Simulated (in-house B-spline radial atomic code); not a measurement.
# Pr³⁺: ionisation energy by several methods

One table from this session's results is given with a row withheld; the runs are named, their logs left out.

The numbers are computed with in-house B-spline radial atomic code version 1 (scalar-relativistic (X2C), several functionals, spin-polarised; spherical all-electron atom at the radial basis limit), except any that are marked as measured or tabulated.

### Starting point

```
element       : praseodymium (Z = 59)
charge        : +3
electrons     : 56
configuration : [Xe] 4f2
nucleus       : Fermi, rms radius 4.892 fm
```

Outer shells as boxes (Hund's rule):

[Xe] 4f2
```
[Xe] core
4f [↑ ][↑ ][  ][  ][  ][  ][  ]
```

Where spins are not typed, each open shell is filled with up spins first.

The first run:

Input settings:

```ini
Z = 59
electrons = 56.0
configuration = [Xe] 4f2
hamiltonian = x2c
method = am05
spin_polarised = True
nucleus = fermi
rms_radius = 4.8919
mass_number = 141
atomic_mass = 140.907659604
speed_of_light = 137.035999084
```

Among the steps run: AM05, a GGA; r2SCAN, a meta-GGA; M06-L, a meta-GGA; SCAN, a meta-GGA; PW91, a GGA; BP86, a GGA.

One of the session's tables, all rows but one given; the rest of the session is left out.

| method | ΔSCF (eV) |
| --- | --- |
| AM05 | 39.624 |
| PW91 | 39.619 |
| BP86 | 39.619 |
| r2SCAN | 39.103 |
| M06-L | ? |
| SCAN | 39.037 |

Q: Estimate the row for M06-L from the others.

**Answer.** ΔSCF (eV): 38.956. In the column «ΔSCF (eV)» it is the lowest.
